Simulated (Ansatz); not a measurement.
# BBr (triplet): wB97M-V, B2PLYP over vertical spin and charge gaps, def2-QZVPP

Aim: run BBr (triplet) with these functionals over vertical spin and charge gaps, and hold them against the top wave-function level at the same points.

Computed with Ansatz 0.2.0, Gaussian basis. Level: def2-QZVPP, all electrons in the functionals, frozen cores in the correlation of double hybrids and RPA.

To be run: wB97M-V, B2PLYP, at charge 0, triplet; charge 0, singlet; charge 0, quintet; charge 1, doublet; charge 1, quartet.

10 further runs of the same task are left out: 10 set aside as unsound or not needed.

## Step 1: The system

The geometry is a PBE0/def2-TZVP stationary point (not a proven minimum). No spin-orbit coupling is included. The filled d shell of Br may be among the frozen orbitals whatever the setting's name suggests; the logs give the count.

2 atoms, charge 0, spin multiplicity 3.

Atoms are counted from 1 here; the program's logs count them from 0.

Bond lengths: B1–Br2 1.853 Å.

Geometry (Å):

```xyz
2

B     0.00000    0.00000    0.00000
Br    0.00000    0.00000    1.85300
```

No dispersion term is added; wB97M-V holds VV10 nonlocal correlation.

The geometry shown and the zero of energy belong to the point charge 0, triplet. The yardstick, RCCSD(T), and other wave-function levels (R restricted, U unrestricted, valence and pair active spaces) come from earlier runs.

## Step 2: wB97M-V, charge 0, triplet

File in.yaml:

```yaml
crystal:
  periodic: [false, false, false]
  atoms:
    - {symbol: B, position_ang: [0.000000, 0.000000, 0.000000]}
    - {symbol: Br, position_ang: [0.000000, 0.000000, 1.853000]}
basis:
  gaussian: {orbitals: "def2-QZVPP.json"}
magnetization: {spin_polarized: true, initial_magnetization: 2}
hamiltonian: {xc: {name: wB97M-V}}
output: {orbitals: {seedname: orbitals}}
```

Started as:

```
$ ansatz run in.yaml --threads 1 --pin off --events-out ev --progress --plain --max-ram 2393MiB
```

The log of the run, cut to the lines that bear on the results:

```text
Functional definition: wB97M-V
  name "wB97M-V"
  cite "Mardirossian & Head-Gordon, J. Chem. Phys. 144, 214110 (2016) doi:10.1063/1.4952647"
  cite "Becke, J. Chem. Phys. 107, 8554 (1997) doi:10.1063/1.475007"
  cite "Vydrov & Van Voorhis, J. Chem. Phys. 133, 244103 (2010) doi:10.1063/1.3521275"
  # Of w^i u^j: cxij and so on, Table III.
[...]
  gx(w, u) = 1 - cx + cx01*u + cx10*w
  gss(w, u) = css00 + css04*u^4 + css10*w + css20*w^2 + css43*w^4*u^3
  gos(w, u) = cos00 + cos10*w + (cos20 + cos21*u)*w^2 + (cos60 + cos61*u)*w^6
[...]
      + integral(e_c_pw_mod_opposite_spin*gos(b97_w_opposite, b97_u_opposite)) + vv10(b, c)
713 factors; their error is unknown
112 factors; integrals over basis functions are off by at most 7.3e-5 eV
[...]
mean field -70715.55628763 eV, -2598.7487608449 hartree, gradient 5.8e-5 eV, S^2 2.004948; 0 other end points of the search recorded, 0 dependent functions left out
reference -70715.55632318 eV, -2598.7487621511 hartree; 21, 19 occupied and 125, 127 virtual orbitals, 713 factors
Total energy: -70715.55632318 eV, -2598.7487621511 hartree
```

Run time: 14 s. Hardware: 1 thread of Arm Neoverse V1, shared host; peak memory 0.36 GiB.

From the report: ⟨S²⟩ of the determinant 2.005 (pure triplet: 2.00).

## Step 3: wB97M-V, charge 0, singlet

in.yaml, as its differences from that of step 2:

```diff
@@ -7,3 +7,3 @@
   gaussian: {orbitals: "def2-QZVPP.json"}
-magnetization: {spin_polarized: true, initial_magnetization: 2}
+magnetization: {spin_polarized: true, initial_magnetization: 0}
 hamiltonian: {xc: {name: wB97M-V}}
```

Same command.

The log of the run, cut to the lines that bear on the results:

```text
Functional definition: wB97M-V
  name "wB97M-V"
  cite "Mardirossian & Head-Gordon, J. Chem. Phys. 144, 214110 (2016) doi:10.1063/1.4952647"
  cite "Becke, J. Chem. Phys. 107, 8554 (1997) doi:10.1063/1.475007"
  cite "Vydrov & Van Voorhis, J. Chem. Phys. 133, 244103 (2010) doi:10.1063/1.3521275"
  # Of w^i u^j: cxij and so on, Table III.
[...]
  gx(w, u) = 1 - cx + cx01*u + cx10*w
  gss(w, u) = css00 + css04*u^4 + css10*w + css20*w^2 + css43*w^4*u^3
  gos(w, u) = cos00 + cos10*w + (cos20 + cos21*u)*w^2 + (cos60 + cos61*u)*w^6
[...]
      + integral(e_c_pw_mod_opposite_spin*gos(b97_w_opposite, b97_u_opposite)) + vv10(b, c)
713 factors; their error is unknown
112 factors; integrals over basis functions are off by at most 7.3e-5 eV
[...]
mean field -70717.96011523 eV, -2598.8370998796 hartree, gradient 3.6e-5 eV, S^2 0.000000; 0 other end points of the search recorded, 0 dependent functions left out
reference -70717.96014834 eV, -2598.8371010963 hartree; 20, 20 occupied and 126, 126 virtual orbitals, 713 factors
Total energy: -70717.96014834 eV, -2598.8371010963 hartree
```

Wall time 14 s (1 thread of Arm Neoverse V1, shared host); peak memory 0.36 GiB.

From the report: ⟨S²⟩ of the determinant 0.000 (pure singlet: 0.00).

From charge 0, triplet: -2.404 eV.

## Step 4: wB97M-V, charge 0, quintet

in.yaml, as its differences from that of step 3:

```diff
@@ -7,3 +7,3 @@
   gaussian: {orbitals: "def2-QZVPP.json"}
-magnetization: {spin_polarized: true, initial_magnetization: 0}
+magnetization: {spin_polarized: true, initial_magnetization: 4}
 hamiltonian: {xc: {name: wB97M-V}}
```

Launched as before.

The log of the run, cut to the lines that bear on the results:

```text
Functional definition: wB97M-V
  name "wB97M-V"
  cite "Mardirossian & Head-Gordon, J. Chem. Phys. 144, 214110 (2016) doi:10.1063/1.4952647"
  cite "Becke, J. Chem. Phys. 107, 8554 (1997) doi:10.1063/1.475007"
  cite "Vydrov & Van Voorhis, J. Chem. Phys. 133, 244103 (2010) doi:10.1063/1.3521275"
  # Of w^i u^j: cxij and so on, Table III.
[...]
  gx(w, u) = 1 - cx + cx01*u + cx10*w
  gss(w, u) = css00 + css04*u^4 + css10*w + css20*w^2 + css43*w^4*u^3
  gos(w, u) = cos00 + cos10*w + (cos20 + cos21*u)*w^2 + (cos60 + cos61*u)*w^6
[...]
      + integral(e_c_pw_mod_opposite_spin*gos(b97_w_opposite, b97_u_opposite)) + vv10(b, c)
713 factors; their error is unknown
112 factors; integrals over basis functions are off by at most 7.3e-5 eV
[...]
mean field -70710.37908549 eV, -2598.5585021753 hartree, gradient 2.3e-5 eV, S^2 6.002845; 0 other end points of the search recorded, 0 dependent functions left out
reference -70710.37911995 eV, -2598.5585034418 hartree; 22, 18 occupied and 124, 128 virtual orbitals, 713 factors
Total energy: -70710.37911995 eV, -2598.5585034418 hartree
```

Wall time 14 s (1 thread of Arm Neoverse V1, shared host); peak memory 0.36 GiB.

From the report: ⟨S²⟩ of the determinant 6.003 (pure quintet: 6.00).

From charge 0, triplet: +5.177 eV.

## Step 5: wB97M-V, charge 1, doublet

in.yaml, as its differences from that of step 4:

```diff
@@ -7,3 +7,4 @@
   gaussian: {orbitals: "def2-QZVPP.json"}
-magnetization: {spin_polarized: true, initial_magnetization: 4}
+total_charge: 1
+magnetization: {spin_polarized: true, initial_magnetization: 1}
 hamiltonian: {xc: {name: wB97M-V}}
```

Launched as before.

The log of the run, cut to the lines that bear on the results:

```text
Functional definition: wB97M-V
  name "wB97M-V"
  cite "Mardirossian & Head-Gordon, J. Chem. Phys. 144, 214110 (2016) doi:10.1063/1.4952647"
  cite "Becke, J. Chem. Phys. 107, 8554 (1997) doi:10.1063/1.475007"
  cite "Vydrov & Van Voorhis, J. Chem. Phys. 133, 244103 (2010) doi:10.1063/1.3521275"
  # Of w^i u^j: cxij and so on, Table III.
[...]
  gx(w, u) = 1 - cx + cx01*u + cx10*w
  gss(w, u) = css00 + css04*u^4 + css10*w + css20*w^2 + css43*w^4*u^3
  gos(w, u) = cos00 + cos10*w + (cos20 + cos21*u)*w^2 + (cos60 + cos61*u)*w^6
[...]
      + integral(e_c_pw_mod_opposite_spin*gos(b97_w_opposite, b97_u_opposite)) + vv10(b, c)
713 factors; their error is unknown
112 factors; integrals over basis functions are off by at most 7.3e-5 eV
[...]
mean field -70708.14881428 eV, -2598.4765412200 hartree, gradient 6.0e-5 eV, S^2 0.757321; 0 other end points of the search recorded, 0 dependent functions left out
reference -70708.14885114 eV, -2598.4765425747 hartree; 20, 19 occupied and 126, 127 virtual orbitals, 713 factors
Total energy: -70708.14885114 eV, -2598.4765425747 hartree
```

Wall time 14 s (1 thread of Arm Neoverse V1, shared host); peak memory 0.36 GiB.

From the report: ⟨S²⟩ of the determinant 0.757 (pure doublet: 0.75).

From charge 0, triplet: +7.407 eV.

## Step 6: wB97M-V, charge 1, quartet

in.yaml, as its differences from that of step 5:

```diff
@@ -8,3 +8,3 @@
 total_charge: 1
-magnetization: {spin_polarized: true, initial_magnetization: 1}
+magnetization: {spin_polarized: true, initial_magnetization: 3}
 hamiltonian: {xc: {name: wB97M-V}}
```

Same command.

The log of the run, cut to the lines that bear on the results:

```text
Functional definition: wB97M-V
  name "wB97M-V"
  cite "Mardirossian & Head-Gordon, J. Chem. Phys. 144, 214110 (2016) doi:10.1063/1.4952647"
  cite "Becke, J. Chem. Phys. 107, 8554 (1997) doi:10.1063/1.475007"
  cite "Vydrov & Van Voorhis, J. Chem. Phys. 133, 244103 (2010) doi:10.1063/1.3521275"
  # Of w^i u^j: cxij and so on, Table III.
[...]
  gx(w, u) = 1 - cx + cx01*u + cx10*w
  gss(w, u) = css00 + css04*u^4 + css10*w + css20*w^2 + css43*w^4*u^3
  gos(w, u) = cos00 + cos10*w + (cos20 + cos21*u)*w^2 + (cos60 + cos61*u)*w^6
[...]
      + integral(e_c_pw_mod_opposite_spin*gos(b97_w_opposite, b97_u_opposite)) + vv10(b, c)
713 factors; their error is unknown
112 factors; integrals over basis functions are off by at most 7.3e-5 eV
[...]
mean field -70703.61620499 eV, -2598.3099709011 hartree, gradient 1.6e-5 eV, S^2 3.753433; 3 other end points of the search recorded, 0 dependent functions left out
reference -70703.61624490 eV, -2598.3099723676 hartree; 21, 18 occupied and 125, 128 virtual orbitals, 713 factors
Total energy: -70703.61624490 eV, -2598.3099723676 hartree
```

Wall time 60 s (1 thread of Arm Neoverse V1, shared host); peak memory 0.5 GiB.

From the report: ⟨S²⟩ of the determinant 3.753 (pure quartet: 3.75).

From charge 0, triplet: +11.940 eV.

## Step 7: B2PLYP, charge 0, triplet

File in.yaml:

```yaml
crystal:
  periodic: [false, false, false]
  atoms:
    - {symbol: B, position_ang: [0.000000, 0.000000, 0.000000]}
    - {symbol: Br, position_ang: [0.000000, 0.000000, 1.853000]}
basis:
  gaussian: {orbitals: "def2-QZVPP.json"}
magnetization: {spin_polarized: true, initial_magnetization: 2}
hamiltonian: {xc: {name: B2PLYP}}
correlation: {electrons: outside_noble_gas}
```

The command is unchanged.

The log of the run, cut to the lines that bear on the results:

```text
Functional definition: B2PLYP
  name "B2PLYP"
  cite "Grimme, J. Chem. Phys. 124, 034108 (2006) doi:10.1063/1.2148954"
  cite "Becke, Phys. Rev. A 38, 3098 (1988) doi:10.1103/PhysRevA.38.3098"
  cite "Lee, Yang & Parr, Phys. Rev. B 37, 785 (1988) doi:10.1103/PhysRevB.37.785"
[...]
949 factors; integrals over basis functions are off by at most 7.6e-4 eV
[...]
mean field -70705.99068300 eV, -2598.3972313583 hartree, gradient 3.6e-6 eV, S^2 2.005414; 0 other end points of the search recorded, 0 dependent functions left out
15 core orbitals not correlated: weight in the atoms' cores, before any rotation towards them, 1.000 or more for the frozen orbitals, at most 0.000 for the correlated occupied ones
reference -70705.99079765 eV, -2598.3972355717 hartree; 6, 4 occupied and 125, 127 virtual orbitals, 949 factors
second order -7.49118285 eV of doubles, -0.00000000 eV of singles
Total energy: -70708.01341702 eV, -2598.4715654626 hartree
```

Wall time 8.5 s (1 thread of Arm Neoverse V1, shared host); peak memory 0.32 GiB.

From the report: ⟨S²⟩ of the determinant 2.005 (pure triplet: 2.00).

## Step 8: B2PLYP, charge 0, singlet

in.yaml, as its differences from that of step 7:

```diff
@@ -7,3 +7,3 @@
   gaussian: {orbitals: "def2-QZVPP.json"}
-magnetization: {spin_polarized: true, initial_magnetization: 2}
+magnetization: {spin_polarized: true, initial_magnetization: 0}
 hamiltonian: {xc: {name: B2PLYP}}
```

Launched as before.

The log of the run, cut to the lines that bear on the results:

```text
Functional definition: B2PLYP
  name "B2PLYP"
  cite "Grimme, J. Chem. Phys. 124, 034108 (2006) doi:10.1063/1.2148954"
  cite "Becke, Phys. Rev. A 38, 3098 (1988) doi:10.1103/PhysRevA.38.3098"
  cite "Lee, Yang & Parr, Phys. Rev. B 37, 785 (1988) doi:10.1103/PhysRevB.37.785"
[...]
949 factors; integrals over basis functions are off by at most 7.6e-4 eV
[...]
mean field -70707.85566108 eV, -2598.4657680386 hartree, gradient 3.2e-6 eV, S^2 0.000000; 4 other end points of the search recorded, 0 dependent functions left out
15 core orbitals not correlated: weight in the atoms' cores, before any rotation towards them, 1.000 or more for the frozen orbitals, at most 0.000 for the correlated occupied ones
reference -70707.85577029 eV, -2598.4657720521 hartree; 5, 5 occupied and 126, 126 virtual orbitals, 949 factors
second order -8.58385148 eV of doubles, -0.00000000 eV of singles
Total energy: -70710.17341019 eV, -2598.5509437475 hartree
```

It took 20 s on 1 thread of Arm Neoverse V1, shared host; peak memory 0.35 GiB.

From the report: ⟨S²⟩ of the determinant 0.000 (pure singlet: 0.00).

From charge 0, triplet: -2.160 eV.

## Step 9: B2PLYP, charge 0, quintet

in.yaml, as its differences from that of step 8:

```diff
@@ -7,3 +7,3 @@
   gaussian: {orbitals: "def2-QZVPP.json"}
-magnetization: {spin_polarized: true, initial_magnetization: 0}
+magnetization: {spin_polarized: true, initial_magnetization: 4}
 hamiltonian: {xc: {name: B2PLYP}}
```

Same command.

The log of the run, cut to the lines that bear on the results:

```text
Functional definition: B2PLYP
  name "B2PLYP"
  cite "Grimme, J. Chem. Phys. 124, 034108 (2006) doi:10.1063/1.2148954"
  cite "Becke, Phys. Rev. A 38, 3098 (1988) doi:10.1103/PhysRevA.38.3098"
  cite "Lee, Yang & Parr, Phys. Rev. B 37, 785 (1988) doi:10.1103/PhysRevB.37.785"
[...]
949 factors; integrals over basis functions are off by at most 7.6e-4 eV
[...]
mean field -70701.02478485 eV, -2598.2147379676 hartree, gradient 5.7e-6 eV, S^2 6.006255; 0 other end points of the search recorded, 0 dependent functions left out
15 core orbitals not correlated: weight in the atoms' cores, before any rotation towards them, 1.000 or more for the frozen orbitals, at most 0.000 for the correlated occupied ones
reference -70701.02490005 eV, -2598.2147422008 hartree; 7, 3 occupied and 124, 128 virtual orbitals, 949 factors
second order -6.38687153 eV of doubles, -0.00000000 eV of singles
Total energy: -70702.74935536 eV, -2598.2781147647 hartree
```

Run time: 8 s. Hardware: 1 thread of Arm Neoverse V1, shared host; peak memory 0.32 GiB.

From the report: ⟨S²⟩ of the determinant 6.006 (pure quintet: 6.00).

From charge 0, triplet: +5.264 eV.

## Step 10: B2PLYP, charge 1, doublet

in.yaml, as its differences from that of step 9:

```diff
@@ -7,3 +7,4 @@
   gaussian: {orbitals: "def2-QZVPP.json"}
-magnetization: {spin_polarized: true, initial_magnetization: 4}
+total_charge: 1
+magnetization: {spin_polarized: true, initial_magnetization: 1}
 hamiltonian: {xc: {name: B2PLYP}}
```

The command is unchanged.

The log of the run, cut to the lines that bear on the results:

```text
Functional definition: B2PLYP
  name "B2PLYP"
  cite "Grimme, J. Chem. Phys. 124, 034108 (2006) doi:10.1063/1.2148954"
  cite "Becke, Phys. Rev. A 38, 3098 (1988) doi:10.1103/PhysRevA.38.3098"
  cite "Lee, Yang & Parr, Phys. Rev. B 37, 785 (1988) doi:10.1103/PhysRevB.37.785"
[...]
949 factors; integrals over basis functions are off by at most 7.6e-4 eV
[...]
mean field -70698.51477907 eV, -2598.1224969565 hartree, gradient 5.3e-6 eV, S^2 0.758586; 0 other end points of the search recorded, 0 dependent functions left out
15 core orbitals not correlated: weight in the atoms' cores, before any rotation towards them, 1.000 or more for the frozen orbitals, at most 0.000 for the correlated occupied ones
reference -70698.51489728 eV, -2598.1225013006 hartree; 5, 4 occupied and 126, 127 virtual orbitals, 949 factors
second order -7.62264656 eV of doubles, -0.00000000 eV of singles
Total energy: -70700.57301185 eV, -2598.1981356160 hartree
```

It took 8 s on 1 thread of Arm Neoverse V1, shared host; peak memory 0.31 GiB.

From the report: ⟨S²⟩ of the determinant 0.759 (pure doublet: 0.75).

From charge 0, triplet: +7.440 eV.

## Step 11: B2PLYP, charge 1, quartet

in.yaml, as its differences from that of step 10:

```diff
@@ -8,3 +8,3 @@
 total_charge: 1
-magnetization: {spin_polarized: true, initial_magnetization: 1}
+magnetization: {spin_polarized: true, initial_magnetization: 3}
 hamiltonian: {xc: {name: B2PLYP}}
```

Same command.

The log of the run, cut to the lines that bear on the results:

```text
Functional definition: B2PLYP
  name "B2PLYP"
  cite "Grimme, J. Chem. Phys. 124, 034108 (2006) doi:10.1063/1.2148954"
  cite "Becke, Phys. Rev. A 38, 3098 (1988) doi:10.1103/PhysRevA.38.3098"
  cite "Lee, Yang & Parr, Phys. Rev. B 37, 785 (1988) doi:10.1103/PhysRevB.37.785"
[...]
949 factors; integrals over basis functions are off by at most 7.6e-4 eV
[...]
mean field -70694.46694127 eV, -2597.9737416608 hartree, gradient 3.6e-6 eV, S^2 3.755953; 2 other end points of the search recorded, 0 dependent functions left out
15 core orbitals not correlated: weight in the atoms' cores, before any rotation towards them, 1.000 or more for the frozen orbitals, at most 0.000 for the correlated occupied ones
reference -70694.46706462 eV, -2597.9737461938 hartree; 6, 3 occupied and 125, 128 virtual orbitals, 949 factors
second order -5.89119792 eV of doubles, -0.00000000 eV of singles
Total energy: -70696.05768805 eV, -2598.0322005270 hartree
```

Wall time 13 s (1 thread of Arm Neoverse V1, shared host); peak memory 0.33 GiB.

From the report: ⟨S²⟩ of the determinant 3.756 (pure quartet: 3.75).

From charge 0, triplet: +11.956 eV.

## Step 12: Against the wave-function levels

No level is safe as a reference over these points; RCCSD(T) serves as a yardstick only. It comes from earlier runs at the same points. Energies in eV, counted from charge 0, triplet; blanks weren't run or aren't comparable.

```csv
level,triplet to singlet,triplet to quintet,ionisation to the doublet cation,ionisation to the quartet cation
RCCSD(T),-2.291,5.092,7.488,11.970
wB97M-V,-2.404,5.177,7.407,11.940
B2PLYP,-2.160,5.264,7.440,11.956
```

Largest miss and mean time a point (RCCSD(T) took 48 s a point; shared hosts):

```csv
level,largest miss (eV),where,time a point
wB97M-V,-0.113,triplet to singlet,23 s
B2PLYP,+0.172,triplet to quintet,11 s
```

## Step 13: Summary of results

```
                                  quantity                           value
              triplet to singlet, RCCSD(T)                       -2.291 eV
              triplet to quintet, RCCSD(T)                        5.092 eV
ionisation to the doublet cation, RCCSD(T)                        7.488 eV
ionisation to the quartet cation, RCCSD(T)                       11.970 eV
                     largest miss, wB97M-V  -0.113 eV (triplet to singlet)
                      largest miss, B2PLYP  +0.172 eV (triplet to quintet)
```

Of the functionals, wB97M-V keep the smallest largest miss at the points compared (at most 0.113 eV) and B2PLYP strays most (0.172 eV, at triplet to quintet). Functionals and the yardstick converge differently with the basis, so part of each miss in def2-QZVPP is the basis. The yardstick itself may be off where one determinant is a poor start.
